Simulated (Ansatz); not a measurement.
Task: a comparison of enthalpies under pressure of two structures of Te, with Ansatz 0.2.0, Python API. Give the script and its output. Use (first run): PBEsol, PAW, cutoff 500 eV, 13×13×13 k-points, Fermi-Dirac smearing of 0.05 eV.

Script `run_transition.py`:
```python
"""Enthalpies of two structures of Te under pressure."""

from dataclasses import dataclass
import warnings

import ansatz as az
import numpy as np


@dataclass(frozen=True)
class Settings:
    xc: str = "pbesol"
    cutoff: int = 500
    kspacing: float = 0.14
    occupations: str = "fermi_dirac"
    width_ev: float = 0.05


cfg = Settings()


def diamond(A, a):
    return az.Crystal.diamond(A, a=a)


def sc(a_site, a):
    return (
        az.Lattice.cubic(a)
        .space_group(221)
        .atom(a_site, (0, 0, 0))
    )


def solve(name, crystal, pressure=0.0):
    calc = (
        crystal.calculation()
        .functional(cfg.xc)
        .basis(cfg.cutoff)
        .kpoints(spacing=cfg.kspacing)
        .occupations(cfg.occupations, width=cfg.width_ev)
    )
    calc = calc.relax(force_tolerance=0.02, cell=True, pressure=pressure)
    return calc.run(threads=1)


def volume_per_atom(outcome):
    return abs(np.linalg.det(outcome.lattice.cell_ang)) / len(outcome.lattice.sites)

warnings.simplefilter("ignore", az.DeckWarning)

phases = {}
phases["diamond"] = diamond("Te", 6.47)
phases["sc"] = sc("Te", 3.06)

# enthalpy per atom at each pressure
pressures = [0, 20, 40, 60]
enthalpy, volume = {name: [] for name in phases}, {name: [] for name in phases}
for p in pressures:
    for name, crystal in phases.items():
        o = solve(name, crystal, pressure=p)
        volume[name].append(volume_per_atom(o))
        enthalpy[name].append(o.report["energy_sigma0_ev"] / len(o.lattice.sites) + p * volume[name][-1] / 160.21766)
gap = np.array(enthalpy["sc"]) - np.array(enthalpy["diamond"])
rows = [(p, va, vb, 1000 * d) for p, va, vb, d in zip(pressures, volume["diamond"], volume["sc"], gap)]
print("| P (GPa) | V diamond (A^3/atom) | V sc (A^3/atom) | H(sc) - H(diamond) (meV/atom) |")
print("| --- | --- | --- | --- |")
for row in rows:
    print(f"| {row[0]:d} | {row[1]:.3f} | {row[2]:.3f} | {row[3]:+.1f} |")
crossings = [p0 - g0 * (p1 - p0) / (g1 - g0) for p0, p1, g0, g1 in zip(pressures, pressures[1:], gap, gap[1:]) if g0 * g1 < 0]
print("crossing near", [round(float(p), 1) for p in crossings], "GPa") if crossings else print("no crossing in this range")
```

```console
$ python run_transition.py
| P (GPa) | V diamond (A^3/atom) | V sc (A^3/atom) | H(sc) - H(diamond) (meV/atom) |
| --- | --- | --- | --- |
| 0 | 43.950 | 31.201 | -487.7 |
| 20 | 31.650 | 25.281 | -1556.3 |
| 40 | 27.226 | 22.485 | -2231.2 |
| 60 | 24.631 | 20.596 | -2776.8 |
no crossing in this range
```

Caveats:
- At a fixed pressure a relaxation lowers the enthalpy F + PV, while F alone can rise.
- Only these two structures are compared, at zero temperature and with their symmetry kept; either may be hypothetical, and another phase may be lower than both. Differences under 10 to 15 meV an atom lie within the error of mesh and functional.
- The cells are prototypes set up for this calculation and needn't exist.
- The whole script took 3.3 min on 1 thread of Arm Neoverse V1, with other jobs on the host, peak memory 0.53 GiB.
